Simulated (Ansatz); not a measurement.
# C2H9FO2Si2: the cost of one run

Program: Ansatz 0.2.0. Level of theory: RKS B3LYP/6-31G. These are calculated values, not measurements.

**1. The starting structure**

Bond lengths (14 of 15 bonds, heavy atoms first): Si1–Si2 2.220 Å, Si1–O6 1.680 Å, O6–C7 1.420 Å, Si1–F11 1.589 Å, Si1–O12 1.679 Å, O12–C13 1.420 Å, Si2–H3 1.460 Å, Si2–H4 1.460 Å, Si2–H5 1.460 Å, C7–H8 1.110 Å, C7–H9 1.110 Å, C7–H10 1.110 Å, C13–H14 1.110 Å, C13–H15 1.110 Å. Angles (14 of 26 angles, heavy atoms first): Si2–Si1–O6 109.4°, Si2–Si1–F11 109.5°, Si2–Si1–O12 109.5°, O6–Si1–F11 109.5°, O6–Si1–O12 109.5°, F11–Si1–O12 109.5°, Si1–O6–C7 125.0°, Si1–O12–C13 125.0°, Si1–Si2–H3 109.5°, Si1–Si2–H4 109.5°, Si1–Si2–H5 109.5°, O6–C7–H8 109.5°, O6–C7–H9 109.5°, O6–C7–H10 109.5°.

As a file:

```xyz
16

Si    0.0000    0.0000    0.0000
Si    0.0000    0.0000    2.2200
H    -1.3148   -0.4067    2.7074
H     1.0096   -0.9353    2.7074
H     0.3052    1.3420    2.7074
O     1.5842    0.0000   -0.5594
C     2.3503   -1.1632   -0.8360
H     1.7187   -1.9052   -1.3675
H     3.2179   -0.8926   -1.4733
H     2.7141   -1.6023    0.1163
F    -0.7489    1.2974   -0.5295
O    -0.7913   -1.3709   -0.5594
C    -1.5365   -2.2685    0.2501
H    -1.2251   -2.1576    1.3097
H    -2.6187   -2.0400    0.1571
H    -1.3490   -3.3106   -0.0830
```

**2. Preparing the start**

input.yaml

```yaml
crystal:
  periodic: [false, false, false]
  atoms:
    - { symbol: Si, position_ang: [0.0, 0.0, 0.0] }
    - { symbol: Si, position_ang: [0.0, 0.0, 2.22] }
    - { symbol: H, position_ang: [-1.3148, -0.4067, 2.7074] }
    - { symbol: H, position_ang: [1.0096, -0.9353, 2.7074] }
    - { symbol: H, position_ang: [0.3052, 1.342, 2.7074] }
    - { symbol: O, position_ang: [1.5842, 0.0, -0.5594] }
    - { symbol: C, position_ang: [2.3503, -1.1632, -0.836] }
    - { symbol: H, position_ang: [1.7187, -1.9052, -1.3675] }
    - { symbol: H, position_ang: [3.2179, -0.8926, -1.4733] }
    - { symbol: H, position_ang: [2.7141, -1.6023, 0.1163] }
    - { symbol: F, position_ang: [-0.7489, 1.2974, -0.5295] }
    - { symbol: O, position_ang: [-0.7913, -1.3709, -0.5594] }
    - { symbol: C, position_ang: [-1.5365, -2.2685, 0.2501] }
    - { symbol: H, position_ang: [-1.2251, -2.1576, 1.3097] }
    - { symbol: H, position_ang: [-2.6187, -2.04, 0.1571] }
    - { symbol: H, position_ang: [-1.349, -3.3106, -0.083] }
basis:
  gaussian: { orbitals: "6-31G" }
hamiltonian:
  xc: b3lyp
relax:
  f_tol: 0.02
  max_steps: 40
```

The run is started by

```
$ ansatz run input.yaml --threads 2 --pin off --max-ram 3072MiB --backend cpu --events-out ev --progress --plain --runs-dir out
```

What time and memory should one allow on 2 threads of Arm Neoverse V1, shared host?

About 2.6 min, with a peak of 0.24 GiB.
